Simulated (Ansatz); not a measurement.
CH6NSSb, SMILES [NH2][SbH][CH2]S, harmonic frequencies at the relaxed geometry

Computed with the Python package of Ansatz (0.2.0).

`freq_ch6nssb.py`:
```python
import ansatz as az
import numpy as np

GEOMETRY = """
N    -1.77650    0.81650   -0.46910
Sb    0.25660    0.99370   -0.58970
C     0.46420   -0.82840    0.53400
S     2.28420   -1.40460    0.41180
H    -2.20440    1.57100   -1.15540
H    -2.09580    1.17690    0.48100
H     0.32750    0.12000   -2.10950
H    -0.14840   -1.58700    0.13680
H     0.25190   -0.62340    1.65460
H     2.72370   -0.28590    1.10850
"""

ch6nssb = az.Crystal.molecule()
for line in GEOMETRY.strip().splitlines():
    symbol, *xyz = line.split()
    ch6nssb = ch6nssb.atom(symbol, [float(v) for v in xyz])

calculation = ch6nssb.calculation().basis(gaussian="def2-SVP").functional("cam_b3lyp")
symbols = [site.symbol for site in ch6nssb.cartesian_sites]
start = np.array([site.position_ang for site in ch6nssb.cartesian_sites], dtype=float)
data = calculation.relax(force_tolerance=0.003).run(threads=1, pin="off").report
end = np.array(data["positions_ang"])

print("final positions (A) and the move of each atom")
for symbol, xyz, old in zip(symbols, end, start):
    print(f"{symbol:2s} {xyz[0]:10.5f} {xyz[1]:10.5f} {xyz[2]:10.5f}   {np.linalg.norm(xyz - old):7.4f}")

minimum = az.Crystal.molecule()
for symbol, place in zip(symbols, end):
    minimum = minimum.atom(symbol, place.tolist())
vibrating = (
    minimum.calculation()
    .basis(gaussian="def2-SVP")
    .functional("cam_b3lyp")
    .phonons(temperatures=(200, 600, 100))
)
vib = vibrating.run(threads=1, pin="off").report["vibrations"]
sums = vib["harmonic_sums"]
modes = [m["omega_inv_cm"] for m in sums["modes_at_gamma"] if m["rigid_motion"] == "no"]
for number, w in enumerate(modes, start=1):
    print(f"mode {number:2d} {w:9.1f} 1/cm {w / 8065.544 * 1000:8.2f} meV")
print("imaginary modes:", sum(w < 0 for w in modes), " zero-point energy:", round(sums["zero_point_energy_ev"], 4), "eV")
print("T (K)   F_vib (eV)   S_vib (meV/K)   C_vib (meV/K)")
for row in zip(sums["temperatures_k"], sums["vibrational_free_energy_ev"], vib["entropy_ev_per_k"], vib["heat_capacity_ev_per_k"]):
    print(f"{row[0]:6.1f} {row[1]:11.4f} {1000 * row[2]:13.4f} {1000 * row[3]:15.4f}")
```

Running `python freq_ch6nssb.py` prints:
```text
final positions (A) and the move of each atom
N    -1.79217    1.07904   -0.17886    0.3917
Sb    0.24638    1.10241   -0.38390    0.2330
C     0.54893   -0.86286    0.50969    0.0946
S     2.27130   -1.42913    0.36674    0.0529
H    -2.30661    0.52072   -0.85593    1.0969
H    -2.20482    2.00793   -0.14219    1.0444
H     0.34007    0.45523   -1.97580    0.3611
H    -0.06042   -1.60049   -0.02871    0.1879
H     0.21116   -0.85212    1.55468    0.2529
H     2.82918   -0.47191    1.13728    0.2158
mode  1      60.1 1/cm     7.45 meV
mode  2      98.0 1/cm    12.16 meV
mode  3     174.1 1/cm    21.58 meV
mode  4     209.5 1/cm    25.97 meV
mode  5     223.9 1/cm    27.76 meV
mode  6     480.0 1/cm    59.52 meV
mode  7     521.6 1/cm    64.67 meV
mode  8     576.2 1/cm    71.43 meV
mode  9     626.4 1/cm    77.66 meV
mode 10     648.7 1/cm    80.42 meV
mode 11     730.6 1/cm    90.58 meV
mode 12     767.6 1/cm    95.17 meV
mode 13     883.9 1/cm   109.58 meV
mode 14     920.9 1/cm   114.18 meV
mode 15    1123.0 1/cm   139.24 meV
mode 16    1160.7 1/cm   143.91 meV
mode 17    1418.0 1/cm   175.80 meV
mode 18    1547.4 1/cm   191.85 meV
mode 19    1935.7 1/cm   240.00 meV
mode 20    2706.9 1/cm   335.62 meV
mode 21    3105.7 1/cm   385.06 meV
mode 22    3179.2 1/cm   394.17 meV
mode 23    3555.7 1/cm   440.85 meV
mode 24    3653.0 1/cm   452.92 meV
imaginary modes: 0  zero-point energy: 1.8788 eV
T (K)   F_vib (eV)   S_vib (meV/K)   C_vib (meV/K)
 200.0      1.8332        0.5087          0.5490
 300.0      1.7688        0.7777          0.7871
 400.0      1.6782        1.0313          0.9772
 500.0      1.5632        1.2658          1.1233
 600.0      1.4257        1.4811          1.2382
```

The frequencies are harmonic and unscaled, in a modest basis. def2 sets replace the cores of elements past krypton by effective core potentials. Wall time of the script: 5.8 min on 1 thread of Arm Neoverse V2 (shared host), peak memory 0.36 GiB.
